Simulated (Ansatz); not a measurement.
## a series on the perovskite structure: AlPt3C, InPt3C, TlPt3C: a table of relaxed lattice constants and trends

Program: Ansatz's Python interface.

Script `alpt3c_series.py`:
```python
'''A chemical series on the perovskite structure: relaxed cells and their trends.'''

import logging
import sys
import warnings

import ansatz as az
import numpy as np

logging.basicConfig(stream=sys.stdout, format='%(levelname)s:%(name)s:%(message)s')
log = logging.getLogger('calc')
log.setLevel(logging.INFO)


def perovskite(a_site, b_site, x_site, a):
    return (
        az.Lattice.cubic(a)
        .space_group(221)
        .atom(a_site, (0, 0, 0))
        .atom(b_site, (0.5, 0.5, 0.5))
        .atom(x_site, (0.5, 0.5, 0))
    )


def solve(name, crystal, relax=True):
    calc = (
        crystal.calculation()
        .scf(algorithm='density_mixing')
        .functional('r2SCAN')
        .initial_density(normalization='cell')
        .basis(24 * az.Ha)
        .kpoints(spacing=0.3)
        .occupations('gaussian', width=0.1)
        .stress()
        .band_table()
    )
    if relax:
        calc = calc.relax(force_tolerance=0.02, cell=True)
    return calc.run(threads=1)

def bulk_modulus(name, outcome, step=0.02):
    # B = -V dP/dV from the pressures of two uniformly scaled cells, atoms held at their fractions
    pressure = []
    for factor in (1 - step, 1.0, 1 + step):
        cell = az.Crystal(lattice=az.Lattice.of(outcome.lattice.cell_ang * factor ** (1 / 3)))
        for site in outcome.report['lattice']['sites']:
            cell = cell.atom(site['symbol'], site['position_frac'])
        pressure.append(np.trace(solve(name, cell, relax=False).report['stress_gpa']) / 3)
    slope, bend = (pressure[0] - pressure[2]) / (2 * step), abs(pressure[0] + pressure[2] - 2 * pressure[1])
    # a jump of mesh or basis between the cells shows as a kink: no modulus then
    return float(slope) if bend < 12 * step**2 * abs(slope) + 0.15 and abs(pressure[1]) < 1.5 else float('nan')

def relaxed_twice(name, crystal):
    # the second pass draws mesh and plane waves anew for the relaxed cell
    first = solve(name, crystal)
    again = az.Crystal(lattice=az.Lattice.of(first.lattice.cell_ang))
    for site in first.report['lattice']['sites']:
        again = again.atom(site['symbol'], site['position_frac'])
    return solve(name, again)


def volume_per_atom(outcome):
    return abs(np.linalg.det(outcome.lattice.cell_ang)) / len(outcome.lattice.sites)

# rough a for each member; the cell is relaxed
warnings.simplefilter('ignore', az.DeckWarning)

phases = {}
phases['AlPt3C'] = perovskite('Al', 'C', 'Pt', 4.2)
phases['InPt3C'] = perovskite('In', 'C', 'Pt', 4.37)
phases['TlPt3C'] = perovskite('Tl', 'C', 'Pt', 4.39)

done = {name: relaxed_twice(name, crystal) for name, crystal in phases.items()}

rows = [(name, float(np.linalg.norm(o.lattice.cell_ang[0])), volume_per_atom(o), bulk_modulus(name, o)) for name, o in done.items()]
log.info('| compound | a (A) | V (A^3/atom) | B (GPa) |')
log.info('| --- | --- | --- | --- |')
for row in rows:
    log.info(f'| {row[0]} | {row[1]:.3f} | {row[2]:.3f} | {row[3]:.0f} |')
```

Output of `python alpt3c_series.py`:
```text
INFO:calc:| compound | a (A) | V (A^3/atom) | B (GPa) |
INFO:calc:| --- | --- | --- | --- |
INFO:calc:| AlPt3C | 4.152 | 14.314 | 222 |
INFO:calc:| InPt3C | 4.223 | 15.060 | 211 |
INFO:calc:| TlPt3C | 4.256 | 15.423 | 195 |
```

From smallest to largest: AlPt3C (14.31 Å³), InPt3C (15.06 Å³) and TlPt3C (15.42 Å³). The largest is 8 % above the smallest.

What to keep in mind:
- These settings explore the input space; cutoff and mesh may be short of convergence.
- The bulk modulus is taken at fixed shape and positions, an upper value where these are free.
- Pressure is positive in compression.
- The meshes are coarse for the metals among these phases, whose energies can be off by up to 40 meV an atom.
- Spin-orbit coupling, which matters for elements this heavy, is left out.
- The cells are built on a prototype by substitution; a member may or may not take this structure in nature.
- Hardware and time: 4.5 min on 1 thread of Arm Neoverse V2, with other jobs on the host, peak memory 0.78 GiB.
